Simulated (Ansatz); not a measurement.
# Hf2N: a frozen normal mode

This session takes Hf2N and sets out to freeze in mode 4 at growing amplitude.

Computed with Ansatz 0.2.0 (DFT PBEsol, scalar-relativistic, plane waves, PAW, unless a step's input says otherwise).

1 further run of the same task is left out (set aside as unsound or not needed). Runs told in other sessions of the task aren't counted.

**1. The structure to begin with**

Symmetry: P4_2/mnm, No. 136, tetragonal system. The conventional cell has a = 5.296 Å, b = 5.296 Å, c = 3.227 Å, α = 90.00°, β = 90.00°, γ = 90.00°. Hf (site symmetry m2m) is surrounded by 3 N at 2.21 to 2.22 Å. Around N (site symmetry mmm) lie 6 Hf at 2.21 to 2.22 Å.

Coordinates:

```cif
data_structure
_symmetry_space_group_name_H-M 'P 1'
_symmetry_Int_Tables_number 1
_cell_length_a 5.2955
_cell_length_b 5.2955
_cell_length_c 3.2274
_cell_angle_alpha 90.000
_cell_angle_beta 90.000
_cell_angle_gamma 90.000
_cell_volume 90.51
loop_
_atom_site_label
_atom_site_type_symbol
_atom_site_fract_x
_atom_site_fract_y
_atom_site_fract_z
_atom_site_occupancy
Hf1 Hf 0.29546 0.29546 0.00000 1
Hf2 Hf 0.70454 0.70454 0.00000 1
Hf3 Hf 0.79546 0.20454 0.50000 1
Hf4 Hf 0.20454 0.79546 0.50000 1
N1 N 0.00000 0.00000 0.00000 1
N2 N 0.50000 0.50000 0.50000 1
```

It goes back to an entry of the Materials Project, which need not be the stable form.

This cell was relaxed beforehand with the same method: volume 15.08 Å³/atom, gap on the mesh none (metal).

**2. Zero of energy**

Reference values: F = -63157.1056 eV; pressure -0.01 GPa; largest force 0.012 eV/Å; gap on the mesh none (metal). It was computed beforehand with the settings of the runs below.

**3. Next: a frozen normal mode**

Mode 4 of the phonon run on this cell, counted from the lowest, is frozen in: each atom moves by x times its row below, so x is the largest displacement.

```
atom      ux      uy     uz
 Hf1   0.707  -0.707  0.000
 Hf2  -0.707   0.707  0.000
 Hf3   0.707   0.707  0.000
 Hf4  -0.707  -0.707  0.000
  N5   0.000   0.000  0.000
  N6   0.000   0.000  0.000
```

**4. x = -0.400 Å**

Contents of input.yaml:

```yaml
crystal:
  lattice:
    - [5.2955389246, 0.0, 0.0]
    - [0.0, 5.2955389246, 0.0]
    - [0.0, 0.0, 3.2274489833]
  atoms:
    - { symbol: Hf, position: [0.2420517953, 0.3488748085, 0.0] }
    - { symbol: Hf, position: [0.7579482047, 0.6511251915, 0.0] }
    - { symbol: Hf, position: [0.7420517953, 0.1511251915, 0.5] }
    - { symbol: Hf, position: [0.2579482047, 0.8488748085, 0.5] }
    - { symbol: "N", position: [0.0, 0.0, 0.0] }
    - { symbol: "N", position: [0.5, 0.5, 0.5] }
basis:
  ecutwfc: 420
kpoints:
  mp_grid: { grid: [10, 10, 14] }
hamiltonian:
  xc: pbesol
scf:
  occupations: { method: gaussian, width: 0.15 }
output:
  forces: true
  stress: true
  eigenvalues: true
  write_density: true
  write_potential: true
  elf: true
  volumetric_format: npy
```

On the command line:

```bash
ansatz run input.yaml --threads 2 --pin off --max-ram 5120MiB --backend cpu --events-out ev --progress --plain --runs-dir out
```

**5. x = 0.300 Å**

Contents of input.yaml:

```yaml
crystal:
  lattice:
    - [5.2955389246, 0.0, 0.0]
    - [0.0, 5.2955389246, 0.0]
    - [0.0, 0.0, 3.2274489833]
  atoms:
    - { symbol: Hf, position: [0.3355219319, 0.2554046719, 0.0] }
    - { symbol: Hf, position: [0.6644780681, 0.7445953281, 0.0] }
    - { symbol: Hf, position: [0.8355219319, 0.2445953281, 0.5] }
    - { symbol: Hf, position: [0.1644780681, 0.7554046719, 0.5] }
    - { symbol: "N", position: [0.0, 0.0, 0.0] }
    - { symbol: "N", position: [0.5, 0.5, 0.5] }
basis:
  ecutwfc: 420
kpoints:
  mp_grid: { grid: [10, 10, 14] }
hamiltonian:
  xc: pbesol
scf:
  occupations: { method: gaussian, width: 0.15 }
output:
  forces: true
  stress: true
  eigenvalues: true
```

**6. Point x = -0.200 Å**

Contents of input.yaml:

```yaml
crystal:
  lattice:
    - [5.2955389246, 0.0, 0.0]
    - [0.0, 5.2955389246, 0.0]
    - [0.0, 0.0, 3.2274489833]
  atoms:
    - { symbol: Hf, position: [0.2687575486, 0.3221690552, 0.0] }
    - { symbol: Hf, position: [0.7312424514, 0.6778309448, 0.0] }
    - { symbol: Hf, position: [0.7687575486, 0.1778309448, 0.5] }
    - { symbol: Hf, position: [0.2312424514, 0.8221690552, 0.5] }
    - { symbol: "N", position: [0.0, 0.0, 0.0] }
    - { symbol: "N", position: [0.5, 0.5, 0.5] }
basis:
  ecutwfc: 420
kpoints:
  mp_grid: { grid: [10, 10, 14] }
hamiltonian:
  xc: pbesol
scf:
  occupations: { method: gaussian, width: 0.15 }
output:
  forces: true
  stress: true
  eigenvalues: true
```

**7. x = 0.100 Å**

Contents of input.yaml:

```yaml
crystal:
  lattice:
    - [5.2955389246, 0.0, 0.0]
    - [0.0, 5.2955389246, 0.0]
    - [0.0, 0.0, 3.2274489833]
  atoms:
    - { symbol: Hf, position: [0.3088161786, 0.2821104252, 0.0] }
    - { symbol: Hf, position: [0.6911838214, 0.7178895748, 0.0] }
    - { symbol: Hf, position: [0.8088161786, 0.2178895748, 0.5] }
    - { symbol: Hf, position: [0.1911838214, 0.7821104252, 0.5] }
    - { symbol: "N", position: [0.0, 0.0, 0.0] }
    - { symbol: "N", position: [0.5, 0.5, 0.5] }
basis:
  ecutwfc: 420
kpoints:
  mp_grid: { grid: [10, 10, 14] }
hamiltonian:
  xc: pbesol
scf:
  occupations: { method: gaussian, width: 0.15 }
output:
  forces: true
  stress: true
  eigenvalues: true
```

**8. At x = 0.350 Å**

Contents of input.yaml:

```yaml
crystal:
  lattice:
    - [5.2955389246, 0.0, 0.0]
    - [0.0, 5.2955389246, 0.0]
    - [0.0, 0.0, 3.2274489833]
  atoms:
    - { symbol: Hf, position: [0.3421983702, 0.2487282336, 0.0] }
    - { symbol: Hf, position: [0.6578016298, 0.7512717664, 0.0] }
    - { symbol: Hf, position: [0.8421983702, 0.2512717664, 0.5] }
    - { symbol: Hf, position: [0.1578016298, 0.7487282336, 0.5] }
    - { symbol: "N", position: [0.0, 0.0, 0.0] }
    - { symbol: "N", position: [0.5, 0.5, 0.5] }
basis:
  ecutwfc: 420
kpoints:
  mp_grid: { grid: [10, 10, 14] }
hamiltonian:
  xc: pbesol
scf:
  occupations: { method: gaussian, width: 0.15 }
output:
  forces: true
  stress: true
  eigenvalues: true
```

**9. x = 0.250 Å**

Contents of input.yaml:

```yaml
crystal:
  lattice:
    - [5.2955389246, 0.0, 0.0]
    - [0.0, 5.2955389246, 0.0]
    - [0.0, 0.0, 3.2274489833]
  atoms:
    - { symbol: Hf, position: [0.3288454936, 0.2620811102, 0.0] }
    - { symbol: Hf, position: [0.6711545064, 0.7379188898, 0.0] }
    - { symbol: Hf, position: [0.8288454936, 0.2379188898, 0.5] }
    - { symbol: Hf, position: [0.1711545064, 0.7620811102, 0.5] }
    - { symbol: "N", position: [0.0, 0.0, 0.0] }
    - { symbol: "N", position: [0.5, 0.5, 0.5] }
basis:
  ecutwfc: 420
kpoints:
  mp_grid: { grid: [10, 10, 14] }
hamiltonian:
  xc: pbesol
scf:
  occupations: { method: gaussian, width: 0.15 }
output:
  forces: true
  stress: true
  eigenvalues: true
```

**10. At x = 0.150 Å**

Contents of input.yaml:

```yaml
crystal:
  lattice:
    - [5.2955389246, 0.0, 0.0]
    - [0.0, 5.2955389246, 0.0]
    - [0.0, 0.0, 3.2274489833]
  atoms:
    - { symbol: Hf, position: [0.3154926169, 0.2754339869, 0.0] }
    - { symbol: Hf, position: [0.6845073831, 0.7245660131, 0.0] }
    - { symbol: Hf, position: [0.8154926169, 0.2245660131, 0.5] }
    - { symbol: Hf, position: [0.1845073831, 0.7754339869, 0.5] }
    - { symbol: "N", position: [0.0, 0.0, 0.0] }
    - { symbol: "N", position: [0.5, 0.5, 0.5] }
basis:
  ecutwfc: 420
kpoints:
  mp_grid: { grid: [10, 10, 14] }
hamiltonian:
  xc: pbesol
scf:
  occupations: { method: gaussian, width: 0.15 }
output:
  forces: true
  stress: true
  eigenvalues: true
```

**11. At x = 0.050 Å**

Contents of input.yaml:

```yaml
crystal:
  lattice:
    - [5.2955389246, 0.0, 0.0]
    - [0.0, 5.2955389246, 0.0]
    - [0.0, 0.0, 3.2274489833]
  atoms:
    - { symbol: Hf, position: [0.3021397402, 0.2887868636, 0.0] }
    - { symbol: Hf, position: [0.6978602598, 0.7112131364, 0.0] }
    - { symbol: Hf, position: [0.8021397402, 0.2112131364, 0.5] }
    - { symbol: Hf, position: [0.1978602598, 0.7887868636, 0.5] }
    - { symbol: "N", position: [0.0, 0.0, 0.0] }
    - { symbol: "N", position: [0.5, 0.5, 0.5] }
basis:
  ecutwfc: 420
kpoints:
  mp_grid: { grid: [10, 10, 14] }
hamiltonian:
  xc: pbesol
scf:
  occupations: { method: gaussian, width: 0.15 }
output:
  forces: true
  stress: true
  eigenvalues: true
```

(Steps that only read results are left out.)

What does the calculation give? Wanted: harmonic wavenumber of the mode.

The runs gave:

| quantity | value |
| --- | --- |
| harmonic wavenumber of the mode | 21 cm⁻¹ |
| the same from the force at an amplitude of 0.050 Å | 23 cm⁻¹ |

**Reading.** The force at the smallest amplitude gives 23 cm⁻¹ against 21 cm⁻¹ from the phonon run, so the curve is close to a parabola there. No sampled point lies below the undisturbed cell. The runs treat Hf without spin-orbit coupling.
